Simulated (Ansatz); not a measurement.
LuMnIn under changes of volume

One of the cells (22.025 Å³/atom); the others are scaled copies at fixed shape and fractional positions:

```
Lu In Mn
1.0
     4.73656    0.00000    0.00000
    -2.36828    4.10198    0.00000
     0.00000    0.00000    3.40074
Lu In Mn
1 1 1
Direct
  0.00000 0.00000 0.00000
  0.66667 0.33333 0.50000
  0.33333 0.66667 0.50000
```

The cell comes from a database or a generator and needn't be the stable form of this composition.

| Item | Value |
| --- | --- |
| Program | Ansatz 0.2.0 |
| Functional | PBE |
| Potentials or basis | Ansatz PAW |
| Cutoff | 420 eV (not typed: the program's choice for these potentials) |
| k mesh | 7 × 7 × 8 |
| Occupations | fermi-dirac, width 0.05 eV |
| Spin | collinear spin, ferromagnetic start |
| Starting moments | [0.0, 0.0, 4.0] μB |

| volume (Å³/atom) | energy over the lowest point (meV/atom) | pressure (GPa) | moment (μB per cell) |
| --- | --- | --- | --- |
| 20.703 | 18.31 | 4.9 | 3.46 |
| 21.144 | 7.59 | 3.0 | 3.48 |
| 21.584 | ? | ? | ? |
| 22.025 | 0.00 | -0.1 | 3.51 |
| 22.465 | 2.18 | -1.4 | 3.53 |
| 22.906 | 7.81 | -2.6 | 3.55 |
| 23.346 | 16.49 | -3.6 | 3.57 |

What does the run at 21.584 Å³/atom give?

Energy over the lowest point 1.66 meV/atom; pressure 1.4 GPa; moment 3.49 μB per cell.

Worked out: A Birch-Murnaghan fit of order 3 (a polynomial in V^(-2/3)) to the other rows has its minimum at 21.99 Å³/atom with B0 = V·E''(V) = 70 GPa and B' = 4.5 at fixed shape and positions, which overstates the stiffness. It gives 1.66 meV/atom at 21.584 Å³/atom, against the run's 1.66, and -dE/dV = 1.4 GPa, against 1.4. A straight line through the other rows of the moment, of slope 0.0409 μB per Å³/atom, gives 3.50 μB, against the run's 3.49.

Energies are extrapolated to zero smearing.
